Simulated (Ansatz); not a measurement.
# SrTiO3: the cell at several levels of theory

An exercise on one series of results from a longer session: the logs are not shown, and one member is left open.

Program: Ansatz 0.2.0. PAW datasets, plane waves, zero pressure. Calculated at 0 K for a non-magnetic cell.

## The structure to begin with

Space group Pm-3m (No. 221), cubic; a = 3.905 Å in the conventional setting, 11.91 Å³ an atom. Around Sr lie 12 O at 2.76 Å; around Ti lie 6 O at 1.95 Å; around O lie 2 Ti at 1.95 Å and 4 Sr at 2.76 Å.

Coordinates:

```
Sr Ti O
1.0
     3.90528    0.00000    0.00000
     0.00000    3.90528    0.00000
     0.00000    0.00000    3.90528
Sr Ti O
1 1 3
Direct
  0.50000 0.50000 0.50000
  0.00000 0.00000 0.00000
  0.50000 0.00000 0.00000
  0.00000 0.50000 0.00000
  0.00000 0.00000 0.50000
```

Set-up of the first run:

Input file input.yaml:

```yaml
crystal:
  lattice:
    - [3.90528, 0.0, 0.0]
    - [0.0, 3.90528, 0.0]
    - [0.0, 0.0, 3.90528]
  atoms:
    - { symbol: Sr, position: [0.5, 0.5, 0.5] }
    - { symbol: Ti, position: [0.0, 0.0, 0.0] }
    - { symbol: O, position: [0.5, 0.0, 0.0] }
    - { symbol: O, position: [0.0, 0.5, 0.0] }
    - { symbol: O, position: [0.0, 0.0, 0.5] }
kpoints:
  mp_grid: { grid: [6, 6, 6] }
hamiltonian:
  xc: pbe
scf:
  occupations: { method: fermi_dirac, width: 0.02 }
relax:
  f_tol: 0.005
  cell: {}
```

The run is started by

```sh
$ ansatz run input.yaml --threads 4 --pin off --max-ram 9216MiB --backend cpu --events-out ev --progress --plain --runs-dir out
```

Among the steps run: PBE: cell and atoms; Relaxation with r2SCAN; Relaxation with PBEsol; Relaxing with LDA.

One of the session's tables, all rows but one given; the rest of the session is left out.

```
 level  a (Å)  volume (Å³/atom)
   PBE  3.936            12.199
r2SCAN      ?                 ?
PBEsol  3.891            11.783
   LDA  3.854            11.451
```

Q: Estimate the row for r2SCAN from the others.

The run gave: a (Å): 3.907; volume (Å³/atom): 11.926. In the column «a (Å)» it lies between PBEsol (3.891) and PBE (3.936).

The first relaxation changed the volume by +2.4 % from the start. LDA gives the smallest cell and PBE the largest; they differ by 6.5 % in volume, a mean of 2.1 % in length.
